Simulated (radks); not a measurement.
# Excited configurations of Tc⁺

Aim: excitation energies and quantum defects of the outer electron of Tc⁺, by total-energy differences.

Program: radks (a radial shooting solver on a logarithmic mesh, Libxc functionals) version 1. Level of theory: scalar-relativistic Kohn-Sham, BLYP, spin-polarised, spherical densities, point nucleus; open shells are filled with parallel spins first. These are calculated values, not measurements, unless marked.

### Step 1. The atom as given

```
element       : technetium (Z = 43)
charge        : +1
electrons     : 42
configuration : [Kr] 4d5 5s1
```

Outer shells as boxes (Hund's rule):

Tc⁺
```
[Kr] core
4d [↑ ][↑ ][↑ ][↑ ][↑ ]
5s [↑ ]
```

### Step 2. Ground configuration: [Kr] 4d5 5s1

Input:

```text
Z 43
configuration [Kr] 4d5 5s1
relativity scalar-relativistic
functional b88,lyp
spin polarised
nucleus point
c 137.035999084
```

### Step 3. The ion: [Kr] 4d5

Input:

```text
Z 43
configuration [Kr] 4d5
relativity scalar-relativistic
functional b88,lyp
spin polarised
nucleus point
c 137.035999084
```

### Step 4. Outer electron in 4f: [Kr] 4d5 4f1

Input:

```text
Z 43
configuration [Kr] 4d5 4f1
relativity scalar-relativistic
functional b88,lyp
spin polarised
nucleus point
c 137.035999084
```

### Step 5. Outer electron in 5p: [Kr] 4d5 5p1

Input:

```text
Z 43
configuration [Kr] 4d5 5p1
relativity scalar-relativistic
functional b88,lyp
spin polarised
nucleus point
c 137.035999084
```

### Step 6. Outer electron in 5d: [Kr] 4d5 5d1

Input:

```text
Z 43
configuration [Kr] 4d5 5d1
relativity scalar-relativistic
functional b88,lyp
spin polarised
nucleus point
c 137.035999084
```

### Step 7. Outer electron in 5f: [Kr] 4d5 5f1

Input:

```text
Z 43
configuration [Kr] 4d5 5f1
relativity scalar-relativistic
functional b88,lyp
spin polarised
nucleus point
c 137.035999084
```

### Step 8. Outer electron in 6p: [Kr] 4d5 6p1

Input:

```text
Z 43
configuration [Kr] 4d5 6p1
relativity scalar-relativistic
functional b88,lyp
spin polarised
nucleus point
c 137.035999084
```

### Step 9. Outer electron in 6d: [Kr] 4d5 6d1

Input:

```text
Z 43
configuration [Kr] 4d5 6d1
relativity scalar-relativistic
functional b88,lyp
spin polarised
nucleus point
c 137.035999084
```

### Step 10. Outer electron in 6f: [Kr] 4d5 6f1

Input:

```text
Z 43
configuration [Kr] 4d5 6f1
relativity scalar-relativistic
functional b88,lyp
spin polarised
nucleus point
c 137.035999084
```

### Step 11. Outer electron in 7s: [Kr] 4d5 7s1

Input:

```text
Z 43
configuration [Kr] 4d5 7s1
relativity scalar-relativistic
functional b88,lyp
spin polarised
nucleus point
c 137.035999084
```

### Step 12. Outer electron in 7p: [Kr] 4d5 7p1

Input:

```text
Z 43
configuration [Kr] 4d5 7p1
relativity scalar-relativistic
functional b88,lyp
spin polarised
nucleus point
c 137.035999084
```

### Step 13. Outer electron in 7f: [Kr] 4d5 7f1

Input:

```text
Z 43
configuration [Kr] 4d5 7f1
relativity scalar-relativistic
functional b88,lyp
spin polarised
nucleus point
c 137.035999084
```

Q: Predict the outcome of this session. Wanted: for each run, outer orbital; excitation; binding; n*; quantum defect; <r>.

As calculated:

```
outer orbital  excitation (eV)  binding (eV)     n*  quantum defect  <r> (bohr)
           4f           11.922         3.516  3.934           0.066       8.412
           5p            4.818        10.620  2.264           2.736       3.679
           5d            9.909         5.529  3.137           1.863       6.053
           5f           12.964         2.474  4.690           0.310       13.94
           6p           10.262         5.176  3.243           2.757       7.801
           6d           12.037         3.401  4.000           2.000       11.08
           7s           11.715         3.723  3.823           3.177       11.43
           7p           12.297         3.141  4.162           2.838       13.13
           7f           14.045         1.393  6.250           0.750       28.40
```

**Reading.** Binding is E(ion) − E, and n* = 2/√(2·binding) in atomic units. The Δ-SCF energy to the ion that was run is 15.438 eV (NIST's first ionisation energy, to the ion's ground state: 15.260 eV, semi-empirical). Mean quantum defects: f 0.38, p 2.78, d 1.93, s 3.18. They fall with l, since high-l orbitals stay out of the core. Self-interaction in the functional shifts them, so they are the method's values and not measured ones. Open shells are spherical and high-spin; term and fine-structure splittings are not resolved.
